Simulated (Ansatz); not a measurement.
# AlH8NOSi2: the cost of one run

All numbers below are computed with Ansatz 0.2.0 (RKS B3LYP-D4/cc-pVDZ).

1 further run of the same task is left out (it didn't finish).

## Step 1: Starting point

Bond lengths: N1–Si2 1.816 Å, Si2–O3 1.719 Å, Si2–Al4 2.374 Å, Al4–Si5 2.292 Å, N1–H6 1.001 Å, N1–H7 1.091 Å, Si2–H8 1.428 Å, O3–H9 1.028 Å, Al4–H10 1.645 Å, Si5–H11 1.429 Å, Si5–H12 1.502 Å, Si5–H13 1.432 Å. Angles (14 of 19 angles, heavy atoms first): N1–Si2–O3 110.9°, N1–Si2–Al4 106.5°, O3–Si2–Al4 108.8°, Si2–Al4–Si5 122.0°, N1–Si2–H8 111.0°, O3–Si2–H8 107.7°, Al4–Si2–H8 112.0°, Si2–N1–H6 107.6°, Si2–N1–H7 103.7°, Si2–O3–H9 102.5°, Si2–Al4–H10 116.5°, Si5–Al4–H10 121.4°, Al4–Si5–H11 110.0°, Al4–Si5–H12 108.2°.

Structure file:

```xyz
13

N    -0.6371    1.0567    1.9102
Si   -1.3544    0.8487    0.2553
O    -0.8524    2.1153   -0.7931
Al   -0.5280   -1.2125   -0.5840
Si    1.7151   -1.6109   -0.8331
H     0.3542    1.1389    1.8021
H    -0.9540    2.0588    2.2046
H    -2.7811    0.8706    0.3102
H     0.1723    2.0606   -0.7336
H    -1.6495   -2.3566   -0.9572
H     2.0139   -1.8815   -2.2043
H     2.4624   -0.3970   -0.3598
H     2.0591   -2.7258   -0.0025
```

## Step 2: End point A

The input, input.yaml:

```yaml
crystal:
  periodic: [false, false, false]
  atoms:
    - { symbol: "N", position_ang: [-0.6371, 1.0567, 1.9102] }
    - { symbol: Si, position_ang: [-1.3544, 0.8487, 0.2553] }
    - { symbol: O, position_ang: [-0.8524, 2.1153, -0.7931] }
    - { symbol: Al, position_ang: [-0.528, -1.2125, -0.584] }
    - { symbol: Si, position_ang: [1.7151, -1.6109, -0.8331] }
    - { symbol: H, position_ang: [0.3542, 1.1389, 1.8021] }
    - { symbol: H, position_ang: [-0.954, 2.0588, 2.2046] }
    - { symbol: H, position_ang: [-2.7811, 0.8706, 0.3102] }
    - { symbol: H, position_ang: [0.1723, 2.0606, -0.7336] }
    - { symbol: H, position_ang: [-1.6495, -2.3566, -0.9572] }
    - { symbol: H, position_ang: [2.0139, -1.8815, -2.2043] }
    - { symbol: H, position_ang: [2.4624, -0.397, -0.3598] }
    - { symbol: H, position_ang: [2.0591, -2.7258, -0.0025] }
basis:
  gaussian: { orbitals: cc-pVDZ }
hamiltonian:
  xc: b3lyp
  dispersion: d4
relax:
  f_tol: 0.015
  max_steps: 40
output:
  orbitals: {}
```

On the command line:

```console
$ ansatz run input.yaml --threads 2 --pin off --max-ram 3072MiB --backend cpu --events-out ev --progress --plain --runs-dir out
```

What time and memory should one allow on 2 threads of Intel Xeon at 2.80GHz (Skylake/Cascade Lake), shared host?

About 2.7 min, with a peak of 0.36 GiB.
